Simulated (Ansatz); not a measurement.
# AlFH5NO: the cost of one run

Method: RKS LDA/def2-SVP, in Ansatz 0.2.0.

**1. The structure to begin with**

Bond lengths: Al1–F2 2.040 Å, Al1–O3 1.780 Å, O3–H4 1.010 Å, Al1–N5 1.920 Å, N5–H6 1.060 Å, N5–H7 1.060 Å. Angles: F2–Al1–O3 120.0°, F2–Al1–N5 120.0°, O3–Al1–N5 120.0°, Al1–O3–H4 109.5°, Al1–N5–H6 120.0°, Al1–N5–H7 120.0°, H6–N5–H7 120.0°.

As a file:

```xyz
9

Al    0.0000    0.0000    0.0000
F     0.0000    0.0000    2.0400
O     1.5415    0.0000   -0.8900
H     1.8414   -0.9519   -1.0449
N    -1.6627    0.0000   -0.9600
H    -2.3316   -0.8164   -0.8614
H    -1.9118    0.8164   -1.5886
H    -0.2326    1.7497    0.5865
H    -0.1742    1.3099    1.5347
```

**2. A restrained relaxation towards end A**

Springs on the bonds that form and break draw the guess towards this end; the thresholds are loose.

input.yaml

```yaml
crystal:
  periodic: [false, false, false]
  atoms:
    - { symbol: Al, position_ang: [0.0, 0.0, 0.0] }
    - { symbol: F, position_ang: [0.0, 0.0, 2.04] }
    - { symbol: O, position_ang: [1.5415, 0.0, -0.89] }
    - { symbol: H, position_ang: [1.8414, -0.9519, -1.0449] }
    - { symbol: "N", position_ang: [-1.6627, 0.0, -0.96] }
    - { symbol: H, position_ang: [-2.3316, -0.8164, -0.8614] }
    - { symbol: H, position_ang: [-1.9118, 0.8164, -1.5886] }
    - { symbol: H, position_ang: [-0.2326, 1.7497, 0.5865] }
    - { symbol: H, position_ang: [-0.1742, 1.3099, 1.5347] }
basis:
  gaussian: { orbitals: def2-SVP }
hamiltonian:
  xc: lda
relax:
  f_tol: 0.15
  max_steps: 25
  restrain:
    - { distance: [0, 7], at: 2.76, k: 30.0 }
    - { distance: [8, 1], at: 2.12, k: 30.0 }
    - { distance: [0, 1], at: 1.69, k: 30.0 }
    - { distance: [8, 7], at: 0.66, k: 30.0 }
```

The run is started by

```
$ ansatz run input.yaml --threads 2 --pin off --max-ram 3072MiB --backend cpu --events-out ev --progress --plain --runs-dir out
```

Q: Estimate wall time and peak memory on 2 threads of Arm Neoverse V1, shared host.

About 14 s, with a peak of 0.14 GiB.
